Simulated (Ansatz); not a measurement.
**Si2H6O2 (SMILES O[SiH2][SiH2]O) at PBE0/6-31G(d) (spherical functions)**

Aim: the electronic atomisation energy of Si2H6O2 at PBE0/6-31G* (spherical functions), from 4 runs. 

The results are computed with Ansatz 0.2.0.

48 further runs of the same task are left out: 48 set aside as unsound or not needed. Runs told in other sessions of the task aren't counted.

### 1 The molecule

The species is Si2H6O2 (10 atoms), meant as a singlet with charge 0. SMILES: `O[SiH2][SiH2]O`. The shape is that of a PBE0-D4/def2-TZVP optimisation. This is one conformer, not always the lowest.

Bond lengths: O1–Si2 1.656 Å, Si2–Si3 2.357 Å, Si3–O4 1.656 Å, O1–H5 0.958 Å, Si2–H6 1.487 Å, Si2–H7 1.494 Å, Si3–H8 1.493 Å, Si3–H9 1.487 Å, O4–H10 0.958 Å. Some angles: O1–Si2–Si3 112.1°, Si2–Si3–O4 112.1°, O1–Si2–H6 105.4°, O1–Si2–H7 111.3°, Si3–Si2–H6 110.5°, Si3–Si2–H7 109.5°, Si2–O1–H5 117.4°, Si2–Si3–H8 109.5°, Si2–Si3–H9 110.5°, O4–Si3–H8 111.3°.

### 2 A single-point energy at PBE0/6-31G(d) (spherical functions)

job.yaml reads:

```yaml
crystal:
  periodic: [false, false, false]
  atoms:
    - {symbol: O, position_ang: [-1.023300, 1.887700, 1.029000]}
    - {symbol: Si, position_ang: [0.114300, 0.686000, 0.959700]}
    - {symbol: Si, position_ang: [-0.148600, -0.673600, -0.947700]}
    - {symbol: O, position_ang: [0.987200, -1.877000, -1.014900]}
    - {symbol: H, position_ang: [-1.013300, 2.545500, 0.332800]}
    - {symbol: H, position_ang: [-0.079100, -0.112900, 2.199100]}
    - {symbol: H, position_ang: [1.498300, 1.246700, 0.986300]}
    - {symbol: H, position_ang: [-1.533500, -1.232000, -0.975500]}
    - {symbol: H, position_ang: [0.047500, 0.124300, -2.187300]}
    - {symbol: H, position_ang: [0.975700, -2.534100, -0.318000]}
basis:
  gaussian:
    orbitals: 6-31G_st_-spherical.json
hamiltonian:
  xc: pbe0
accuracy: high
output: {orbitals: {seedname: orbitals}}
```

The basis set 6-31G* is read from a file made from the Basis Set Exchange's data (not shown).

Run with:

```sh
$ ansatz run job.yaml --threads 1 --pin off --max-ram 2610MiB --events-out events.jsonl --progress --plain --runs-dir runs
```

Log:

```text
Warning: RAYON_NUM_THREADS=1 ignored (pool sized by the plan → 1); use --threads N
Functional definition: PBE0
  name "PBE0"
  parameter a = 0.25
  parameter kappa = 0.804
  parameter beta = 0.06672455060314922
  exchange = (1 - a)*pbe_x(kappa = kappa, mu = beta*pi^2/3) + a*exact_x
  correlation = pbe_c(beta = beta)
1719 factors; integrals over basis functions are off by at most 8.4e-9 eV
mean field evaluation 1: about -19929.3554 eV, gradient 6.2e1 eV
mean field evaluation 2: about -19918.5268 eV, gradient 9.8e1 eV
mean field evaluation 4: about -19935.9119 eV, gradient 1.3e0 eV
mean field evaluation 8: about -19936.1730 eV, gradient 3.5e-2 eV
mean field evaluation 16: about -19936.1730 eV, gradient 1.3e-5 eV
mean field -19936.17304333 eV, -732.6408461189 hartree, gradient 3.0e-8 eV, S^2 0.000000; 0 other end points of the search recorded, 0 dependent functions left out
reference -19936.17304634 eV, -732.6408462297 hartree; 25, 25 occupied and 51, 51 virtual orbitals, 1719 factors
Total energy: -19936.17304634 eV, -732.6408462297 hartree
```

Wall time 8.7 s (1 thread of Arm Neoverse V1, shared host); peak memory 0.25 GiB.

### 3 The H atom at the same level

in.yaml reads:

```yaml
crystal:
  periodic: [false, false, false]
  atoms:
    - {symbol: H, position_ang: [0.000000, 0.000000, 0.000000]}
basis:
  gaussian:
    orbitals: "6-31G*"
total_charge: 0
magnetization:
  spin_polarized: true
  initial_magnetization: 1
hamiltonian:
  xc: pbe0
accuracy: high
```

Run the same way, it converges to -0.49911 Eh (log not shown).

### 4 The O atom

job.yaml reads:

```yaml
crystal:
  periodic: [false, false, false]
  atoms:
    - {symbol: O, position_ang: [0.000000, 0.000000, 0.000000]}
basis:
  gaussian: {orbitals: 6-31G_st_-spherical.json}
magnetization: {spin_polarized: true, initial_magnetization: 2}
hamiltonian: {xc: pbe0}
accuracy: high
```

The basis set 6-31G* is read from a file made from the Basis Set Exchange's data (not shown).

Run the same way, it converges to -74.98386 Eh (log not shown).

### 5 The Si atom at the same level

input.yaml reads:

```yaml
crystal:
  periodic: [false, false, false]
  atoms:
    - {symbol: Si, position_ang: [0.000000, 0.000000, 0.000000]}
basis:
  gaussian: {orbitals: 6-31G_st_-spherical.json}
accuracy: high
hamiltonian: {xc: {name: PBE0}}
magnetization: {spin_polarized: true, initial_magnetization: 2}
```

The basis set 6-31G* is read from a file made from the Basis Set Exchange's data (not shown).

Run with:

```sh
$ ansatz run input.yaml --threads 1 --pin off --max-ram 2610MiB --events-out events.jsonl --progress --plain --runs-dir runs
```

Log, cut to the lines that bear on the results:

```text
Warning: RAYON_NUM_THREADS=1 ignored (pool sized by the plan → 1); use --threads N
[... 7 set-up lines as earlier in the session ...]
141 factors; integrals over basis functions are off by at most 2.6e-9 eV
mean field evaluation 1: about -7870.2521 eV, gradient 2.2e0 eV
mean field evaluation 2: about -7870.3034 eV, gradient 5.0e-1 eV
mean field evaluation 4: about -7870.3071 eV, gradient 1.2e-1 eV
mean field evaluation 8: about -7870.3072 eV, gradient 1.2e-4 eV
mean field -7870.30717420 eV, -289.2284539662 hartree, gradient 8.0e-8 eV, S^2 2.002479; 0 other end points of the search recorded, 0 dependent functions left out
reference -7870.30717567 eV, -289.2284540200 hartree; 8, 6 occupied and 10, 12 virtual orbitals, 141 factors
Total energy: -7870.30717567 eV, -289.2284540200 hartree
```

Run time: 0.6 s. Hardware: 1 thread of Arm Neoverse V1, shared host.

### 6 Results

At PBE0/6-31G* (spherical functions):

```
                     quantity          value
       molecule: total energy  -732.64085 Eh
        molecule: HOMO energy       -7.27 eV
        molecule: LUMO energy       -0.62 eV
      molecule: HOMO–LUMO gap        6.65 eV
         H atom: total energy    -0.49911 Eh
                 H atom: ⟨S²⟩          0.750
         O atom: total energy   -74.98386 Eh
                 O atom: ⟨S²⟩          2.002
        Si atom: total energy  -289.22845 Eh
                Si atom: ⟨S²⟩          2.002
electronic atomisation energy      33.240 eV
```

What this shows: Taking the molecule apart into free atoms costs 33.24 eV (767 kcal/mol), before zero-point energy and without spin-orbit coupling.
